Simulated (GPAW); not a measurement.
Input of a GPAW 26.7.0 run:

Contents of run.py:

```python
from ase.dft.bandgap import bandgap
from ase.io import read, write
from ase.units import Bohr, GPa
from gpaw import GPAW, PW
from gpaw.elf import elf_from_dft_calculation

atoms = read('POSCAR')
atoms.set_initial_magnetic_moments([0.39, 0.0])

calc = GPAW(mode=PW(800),
            xc='PBE',
            kpts={'size': (7, 7, 7), 'gamma': True},
            occupations={'name': 'methfessel-paxton', 'order': 0, 'width': 0.05},
            setups={'Rh': ':d,7.0'},
            nbands=20,
            convergence={'density': 1e-05, 'energy': 1e-05},
            maxiter=150,
            txt='gpaw.txt')
atoms.calc = calc
energy = atoms.get_potential_energy()
forces = atoms.get_forces()
stress = atoms.get_stress()
calc.write('gs.gpw')
write('result.traj', atoms)
print(f'Energy: {energy:.6f} eV')
print('Forces (eV/A):')
print(forces.round(4))
print('Stress (GPa):', (stress / GPa).round(3))
print('Moments:', calc.get_magnetic_moments().round(3))
print('Fermi level:', round(calc.get_fermi_level(), 4), 'eV')
print(f'Gap: {bandgap(calc)[0]:.4f} eV, direct: {bandgap(calc, direct=True)[0]:.4f} eV')

# fields on the real-space grid
write('density.cube', atoms, data=calc.get_pseudo_density() * Bohr**3)
write('potential.cube', atoms, data=calc.get_electrostatic_potential())
write('spin.cube', atoms, data=(calc.get_pseudo_density(spin=0) - calc.get_pseudo_density(spin=1)) * Bohr**3)
write('elf.cube', atoms, data=elf_from_dft_calculation(calc).data)
```

The input POSCAR:

```
RhN
1.0
    2.9628278702      0.0000000000      0.0000000000
   -1.4814139351      2.5658842026      0.0000000000
    0.0000000000      0.0000000000      2.8915732100
Rh N
1 1
Direct
    0.0000000000      0.0000000000      0.0000000000
    0.6666666667      0.3333333333      0.5000000000
```

Potentials or basis: GPAW PAW data sets (gpaw-data 1.2.1), pw.

The run is started by

```sh
$ OMP_NUM_THREADS=1 python run.py
```

(1) Estimate the pressure.

(2) What does it give for the band gap on the k mesh?

Results:

(1) 10.9 GPa.

(2) none (metal or under the smearing width).
